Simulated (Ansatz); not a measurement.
**AlH3 (SMILES [AlH3]): MP2/6-31G(d) (spherical functions)**

Aim: the electronic atomisation energy of AlH3 at MP2/6-31G* (spherical functions), from 3 runs. 

Program for the calculation: Ansatz 0.2.0.

74 further runs of the same task are left out: 3 that didn't finish, 71 set aside as unsound or not needed.

## (1) The molecule

The species is AlH3 (4 atoms), meant as a singlet with charge 0. As SMILES, `[AlH3]`. The shape is that of a PBE0-D4/def2-TZVP optimisation.

Bond lengths: Al1–H2 1.586 Å, Al1–H3 1.586 Å, Al1–H4 1.586 Å. Angles: H2–Al1–H3 120.0°, H2–Al1–H4 120.0°, H3–Al1–H4 120.0°.

## (2) The energy at MP2/6-31G(d) (spherical functions)

Contents of molecule.yaml:

```yaml
crystal:
  periodic: [false, false, false]
  atoms:
    - {symbol: Al, position_ang: [0.013700, -0.014800, -0.005100]}
    - {symbol: H, position_ang: [0.633200, 0.670900, 1.283600]}
    - {symbol: H, position_ang: [-1.340800, -0.832000, 0.105100]}
    - {symbol: H, position_ang: [0.749400, 0.115700, -1.403900]}
basis:
  gaussian: {orbitals: 6-31G_st_-spherical.json}
correlation: {method: mp2, frozen_orbitals: {Al: 5, H: 0}}
accuracy: high
```

The basis set 6-31G* is read from a file made from the Basis Set Exchange's data (not shown).

Command:

```sh
$ ansatz run molecule.yaml --threads 1 --pin off --max-ram 2610MiB --events-out events.jsonl --progress --plain --runs-dir runs
```

The program printed:

```text
Warning: RAYON_NUM_THREADS=1 ignored (pool sized by the plan → 1); use --threads N
Functional definition: HF
  name "HF"
  exchange = exact_x
  correlation = 0
453 factors; integrals over basis functions are off by at most 3.6e-9 eV
mean field evaluation 1: about -6628.7656 eV, gradient 7.7e0 eV
mean field evaluation 2: about -6628.7703 eV, gradient 7.7e0 eV
mean field evaluation 4: about -6629.1148 eV, gradient 1.8e-1 eV
mean field evaluation 8: about -6629.1148 eV, gradient 7.4e-6 eV
mean field -6629.11479712 eV, -243.6154754186 hartree, gradient 1.3e-8 eV, S^2 0.000000; 0 other end points of the search recorded, 0 dependent functions left out
5 core orbitals not correlated: weight in the atoms' cores, before any rotation towards them, 1.000 or more for the frozen orbitals, at most 0.000 for the correlated occupied ones
reference -6629.11479712 eV, -243.6154754186 hartree; 3, 3 occupied and 16, 16 virtual orbitals, 453 factors
second order -1.43744380 eV of doubles, -0.00000000 eV of singles
Total energy: -6630.55224092 eV, -243.6683005040 hartree
```

Wall time 0.12 s (1 thread of Arm Neoverse V2, shared host).

## (3) The Al atom, same level

Contents of in.yaml:

```yaml
crystal:
  periodic: [false, false, false]
  atoms:
    - {symbol: Al, position_ang: [0.000000, 0.000000, 0.000000]}
basis:
  gaussian:
    orbitals: 6-31G_st_-spherical.json
magnetization:
  spin_polarized: true
  initial_magnetization: 1
correlation:
  method: mp2
  frozen_orbitals: {Al: 5}
accuracy: high
```

The basis set 6-31G* is read from a file made from the Basis Set Exchange's data (not shown).

Run the same way, it converges to -241.88530 Eh (log not shown).

## (4) The H atom: the energy at UHF/6-31G(d) (spherical functions)

Contents of run.yaml:

```yaml
crystal:
  periodic: [false, false, false]
  atoms:
    - {symbol: H, position_ang: [0.000000, 0.000000, 0.000000]}
basis:
  gaussian: {orbitals: "6-31G*"}
magnetization: {spin_polarized: true, initial_magnetization: 1}
hamiltonian: {xc: hf}
accuracy: high
```

Run the same way, it converges to -0.49823 Eh (log not shown).

## (5) Summary of results

At MP2/6-31G* (spherical functions), 5 core orbitals frozen:

```
                                             quantity          value
                               molecule: total energy  -243.66830 Eh
molecule: correlation energy (5 core orbitals frozen)      -52.8 mEh
                                Al atom: total energy  -241.88530 Eh
 Al atom: correlation energy (5 core orbitals frozen)      -29.0 mEh
           Al atom: ⟨S²⟩ of the reference determinant          0.757
                                 H atom: total energy    -0.49823 Eh
                                         H atom: ⟨S²⟩          0.750
                        electronic atomisation energy       7.845 eV
```

In words: Taking the molecule apart into free atoms costs 7.85 eV (757 kJ/mol), before zero-point energy and without spin-orbit coupling.
